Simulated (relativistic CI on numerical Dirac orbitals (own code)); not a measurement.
# Co⁴⁺: 2p photoemission with charge transfer

Wanted: the shape of the 2p photoemission spectrum of Co⁴⁺ in a cubic metal-ligand cluster, for 3 values of Delta.

The numbers are computed with relativistic CI on numerical Dirac orbitals (own code) version 3 (charge-transfer multiplet model of a cubic metal-ligand cluster with up to 1 ligand holes, Slater and spin-orbit integrals from Dirac-Coulomb-Breit ions, Slater integrals scaled by 0.7), except any that are marked as measured or tabulated.

## Step 1: What is computed

```
ion                  : Co⁴⁺ (Co V)
nuclear charge       : 27
electrons            : 23
d electrons          : 5
ligand holes at most : 1
parameters           : in eV; Veg, Vt2g hoppings, tenDq and tenDqL metal and ligand splittings (negative tenDq: tetrahedral), red the scaling of hopping with a core hole
temperature          : 300 K
widths               : Lorentz 0.6 eV, Gauss 0.8 eV
```

## Step 2: Delta = 2.1 eV

Input settings:

```ini
cluster ion=Co4+ d5 ligand_holes=1 slater_scale=0.7
Delta=2.1 Udd=5.7 Upd=7 tenDq=-0.3 tenDqL=0 Veg=0.85 Vt2g=-1.44 red=1
spectrum xps 2p T=300 lorentz=0.6 gauss=0.8
```

On the command line:

```
$ python run_levels.py task.json out
```

The settings of every run stand in task.json; they run in order.

## Step 3: Delta = -0.9 eV

Input settings:

```ini
cluster ion=Co4+ d5 ligand_holes=1 slater_scale=0.7
Delta=-0.9 Udd=5.7 Upd=7 tenDq=-0.3 tenDqL=0 Veg=0.85 Vt2g=-1.44 red=1
spectrum xps 2p T=300 lorentz=0.6 gauss=0.8
```

## Step 4: Delta = 3.1 eV

Input settings:

```ini
cluster ion=Co4+ d5 ligand_holes=1 slater_scale=0.7
Delta=3.1 Udd=5.7 Upd=7 tenDq=-0.3 tenDqL=0 Veg=0.85 Vt2g=-1.44 red=1
spectrum xps 2p T=300 lorentz=0.6 gauss=0.8
```

(Steps that only read results are left out.)

**Question.** What will these runs give? Wanted: d count; ground spin.

As calculated:

| run | d count | weight without ligand hole | ground S | up to four highest peaks (% of the highest), eV from the first main peak |
| --- | --- | --- | --- | --- |
| Delta = 2.1 eV | 5.18 | 0.82 | 2.50 | 0.0 (100), 1.4 (79), 16.1 (52), 17.3 (49) |
| Delta = -0.9 eV | 5.36 | 0.64 | 2.50 | 0.0 (100), 1.5 (92), 16.2 (58), 17.4 (53) |
| Delta = 3.1 eV | 5.14 | 0.86 | 2.50 | 0.0 (100), 1.2 (77), 16.2 (50), 17.4 (50) |

| quantity | value |
| --- | --- |
| d count | 5.14 to 5.36 |
| ground spin (effective S from ⟨S²⟩) | 2.50 |

What this shows: From Delta = -0.9 eV to Delta = 3.1 eV the ground-state d count goes from 5.36 to 5.14. In the first run d5 holds 82 % of the ground state. The space is cut at the given number of ligand holes while the last configuration still holds over a tenth of the ground state. The cluster parameters are drawn, not fitted to a compound.
